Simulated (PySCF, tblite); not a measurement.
**C₂H₁₅NSi₄: geometry, infrared bands and NMR shifts**

Wanted: the infrared bands and NMR shifts of C₂H₁₅NSi₄ (`C[SiH2][SiH](N[SiH3])[SiH2]C`), by calculation.

Computed with tblite 0.8.0 and PySCF 2.14.0, with density-fitted response routines of our own, on a single molecule in the gas phase. Atoms are numbered from 0 throughout.

### Step 1. The molecule as given

22 atoms, charge 0, multiplicity 1; geometry from: force field or distance geometry start.

Bonds of the start (Å): C0–Si1 1.84, Si1–Si2 2.35, Si2–N3 1.70, N3–Si4 1.69, Si2–Si5 2.33, Si5–C6 1.85, C0–H7 1.10, C0–H8 1.09, C0–H9 1.11, Si1–H10 1.48, Si1–H11 1.48, Si2–H12 1.48, N3–H13 1.03, Si4–H14 1.47, Si4–H15 1.48, Si4–H16 1.48, Si5–H17 1.49, Si5–H18 1.48, C6–H19 1.09, C6–H20 1.10, C6–H21 1.09.

### Step 2. Geometry optimisation with GFN2-xTB

What the job is given:

```
{"job": {"kind": "relax", "xc": "GFN2-xTB", "basis": "xTB"}, "charge": 0, "multiplicity": 1}
C     -0.736700     3.118700    -0.218100
Si    -0.083200     1.566200    -0.952900
Si     0.183000    -0.029500     0.750100
N     -1.178000    -0.309200     1.728200
Si    -2.511600    -1.002000     0.959700
Si     1.166800    -1.880000    -0.270800
C      2.826200    -1.409400    -0.941100
H     -0.863800     3.893600    -0.983300
H     -0.069200     3.524300     0.547300
H     -1.727000     2.960300     0.253000
H     -1.007300     1.032300    -1.982300
H      1.236700     1.806500    -1.583100
H      1.177500     0.510000     1.704700
H     -0.917400    -0.900100     2.526300
H     -2.129100    -2.330500     0.460700
H     -3.580100    -1.140700     1.976100
H     -2.947400    -0.111900    -0.145200
H      1.312000    -2.959600     0.751200
H      0.285800    -2.381500    -1.344600
H      3.329200    -2.277000    -1.377700
H      3.478400    -1.018900    -0.147100
H      2.745000    -0.642500    -1.712100
```

Started as:

```bash
$ OMP_NUM_THREADS=1 python probes_run.py task.json out
```

This one command runs all jobs of the session in turn.

**Question.** This job is followed by: GFN2-xTB harmonic vibrations, gas phase; GIAO PBE0/pcSseg-1 NMR shielding, non-relativistic, gas phase. Predict these results of the whole session: strongest single infrared mode (GFN2-xTB); zero-point energy (GFN2-xTB); 13C shifts against TMS (PBE0/pcSseg-1, means over atoms taken as alike); 1H shifts against TMS (PBE0/pcSseg-1, means over atoms taken as alike); 29Si shifts against TMS (PBE0/pcSseg-1, means over atoms taken as alike); 15N shifts against NH3 (PBE0/pcSseg-1).

**Answer**, as computed:

```
                                                                quantity                                    value
                               strongest single infrared mode (GFN2-xTB)                    2145 cm⁻¹, 646 km/mol
                                            zero-point energy (GFN2-xTB)                            96.5 kcal/mol
 13C shifts against TMS (PBE0/pcSseg-1, means over atoms taken as alike)                                -10.2 ppm
  1H shifts against TMS (PBE0/pcSseg-1, means over atoms taken as alike)  5.52, 4.68, 4.12, 3.99, 0.14, -1.15 ppm
29Si shifts against TMS (PBE0/pcSseg-1, means over atoms taken as alike)                  -39.6, -54.8, -82.1 ppm
                                  15N shifts against NH3 (PBE0/pcSseg-1)                                -16.6 ppm
```

**Reading.** Over 208 steps the energy fell by 0.516 eV; of the close pairs, C0–Si1 changed most, 1.838 to 1.902 Å. No mode is imaginary among the 60: a minimum at this level. The strongest single mode, at 2145 cm⁻¹, is spread over several atoms, H17, H10, H11 among them. GFN2-xTB is a fitted tight-binding method: band positions and strengths are rough. Its intensities can rank the bands wrongly. At PBE0/pcSseg-1: The widest tensor belongs to Si2: span 155 ppm, with a paramagnetic part of -493 ppm.
